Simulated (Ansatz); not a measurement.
MnCoGe: single point with PBEsol

MnCoGe:

```xyz
6
Lattice="4.0911 0.0000 0.0000 -2.0456 3.5430 0.0000 0.0000 0.0000 5.1439" Properties=species:S:1:pos:R:3 pbc="T T T"
Ge    0.0000    2.3620    1.2860
Ge    2.0456    1.1810    3.8579
Co    2.0456    1.1810    1.2860
Co    0.0000    2.3620    3.8579
Mn    0.0000    0.0000    2.5719
Mn    0.0000    0.0000    0.0000
```

The cell is a database's computed one.

- Program: Ansatz 0.2.0
- Task: single point
- Functional: PBEsol
- Potentials or basis: Ansatz PAW
- Cutoff: 420 eV (not typed: the program's choice for these potentials)
- k mesh: 8 × 8 × 5
- Occupations: fermi-dirac, width 0.05 eV
- Spin: collinear spin, random start
- Starting moments: [0.0, 0.0, -0.0, 0.5, 3.72, 2.67] μB

| Property | Result |
| --- | --- |
| Pressure | -9.7 GPa |
| Band gap on the k mesh | none (metal or under the smearing width) |
| Net moment | 6.11 μB per cell |
| Absolute moment | 6.69 μB per cell |
| Site moments | Ge -0.06; Co +0.44; Mn +2.64 μB |

Stress tensor (GPa, compression positive):
```
-9.70  0.00  0.00
 0.00 -9.70  0.00
 0.00  0.00 -9.58
```

Levels at points of the mesh, in eV from the Fermi level:
Spin up:
```csv
k point,band 45,band 46,band 47,band 48,band 49,band 50,band 51,band 52,band 53,band 54
"(0.00, 0.00, 0.00)",-0.96,-0.62,-0.13,-0.13,0.85,2.13,2.93,3.11,3.11,3.13
"(0.00, -0.50, 0.00)",-1.04,-1.04,-1.03,-1.03,-0.46,-0.16,0.06,0.99,2.22,3.64
```
Spin down:
```tsv
k point	band 40	band 41	band 42	band 43	band 44	band 45	band 46	band 47
(0.00, 0.00, 0.00)	-0.97	-0.29	-0.13	0.66	0.66	1.40	1.40	1.85
(0.00, -0.50, 0.00)	-1.16	-0.93	-0.55	-0.53	-0.38	-0.16	0.74	0.95
```

It took 11 s on 2 threads of AMD EPYC 9R45 96-Core Processor (Zen 5) (shared host), peak memory 0.68 GiB.

Caveat: the PAW data sets come from PBE, with cores solved anew for the run's functional, which leaves a small shift of forces and pressure.
